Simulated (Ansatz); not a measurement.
**C2H6OSi2: how energies converge with the basis set**

How large a basis does C2H6OSi2 need? Two functionals are run in growing sets.

Method: one geometry, several basis sets; program: Ansatz 0.2.0, Gaussian basis.

Levels to be run: PBE0-D4/def2-SVP; ωB97M-V/def2-SVP; PBE0-D4/def2-QZVPP; ωB97M-V/def2-QZVPP; the functionals' def2-TZVPP values are taken from earlier runs.

## 1. The relaxed structure

All runs share one geometry, relaxed beforehand with PBE0-D4 in a triple-zeta def2 set.

SMILES `OC1=C[SiH2][SiH2]1`, 11 atoms, charge 0, spin multiplicity 1.

Atoms are counted from 1 here; the program's logs count them from 0.

Bond lengths: O1–C2 1.344 Å, O1–H6 0.966 Å, C2–C3 1.355 Å, C2–Si5 1.892 Å, C3–Si4 1.861 Å, C3–H7 1.090 Å, Si4–Si5 2.325 Å, Si4–H8 1.489 Å, Si4–H9 1.489 Å, Si5–H10 1.488 Å, Si5–H11 1.488 Å. Angles: C2–O1–H6 109.6°, O1–C2–C3 127.8°, O1–C2–Si5 126.6°, C3–C2–Si5 105.7°, C2–C3–Si4 104.3°, C2–C3–H7 123.4°, Si4–C3–H7 132.3°, C3–Si4–Si5 76.2°, C3–Si4–H8 115.8°, C3–Si4–H9 115.8°, Si5–Si4–H8 119.4°, Si5–Si4–H9 119.4°, H8–Si4–H9 107.7°, C2–Si5–Si4 73.9°, C2–Si5–H10 114.2°, C2–Si5–H11 114.2°, Si4–Si5–H10 121.0°, Si4–Si5–H11 121.0° and more.

## 2. PBE0-D4 in def2-SVP

File in.yaml:

```yaml
crystal:
  periodic: [false, false, false]
  atoms:
    - {symbol: O, position_ang: [0.728317, 2.133202, -0.513838]}
    - {symbol: C, position_ang: [0.303933, 0.901470, -0.182763]}
    - {symbol: C, position_ang: [-0.112801, 0.466016, 1.030439]}
    - {symbol: Si, position_ang: [-0.544430, -1.322920, 0.752072]}
    - {symbol: Si, position_ang: [0.167880, -0.591630, -1.336487]}
    - {symbol: H, position_ang: [0.699107, 2.705911, 0.263239]}
    - {symbol: H, position_ang: [-0.150995, 1.101154, 1.916001]}
    - {symbol: H, position_ang: [-1.975612, -1.682497, 0.951240]}
    - {symbol: H, position_ang: [0.279799, -2.312082, 1.500037]}
    - {symbol: H, position_ang: [-0.796831, -0.411809, -2.455125]}
    - {symbol: H, position_ang: [1.466935, -1.043715, -1.904315]}
basis:
  gaussian: {orbitals: def2-SVP}
hamiltonian: {xc: pbe0, dispersion: d4}
output: {orbitals: {seedname: orbitals}}
```

On the command line:

```bash
$ ansatz run in.yaml --threads 4 --pin off --events-out ev --progress --plain --max-ram 10444MiB
```

The runs that follow: ωB97M-V in def2-SVP; PBE0-D4 in def2-QZVPP; ωB97M-V in def2-QZVPP.

Q: Predict the results of all the runs planned. Wanted: PBE0-D4: double and triple zeta above quadruple; ωB97M-V: double and triple zeta above quadruple.

The runs gave:

| quantity | value |
| --- | --- |
| PBE0-D4: double and triple zeta above quadruple | 11.11, 0.75 eV |
| ωB97M-V: double and triple zeta above quadruple | 11.26, 0.71 eV |

What this shows: PBE0-D4 gains 10.36 eV from double to triple zeta, then 0.75 eV more. These are total energies; as a rule much of such shifts cancels in differences, which this series doesn't test. The LUMO of ωB97M-V is positive and keeps falling with the basis (2.14 to 1.22 eV): an unbound level that the basis holds in place.
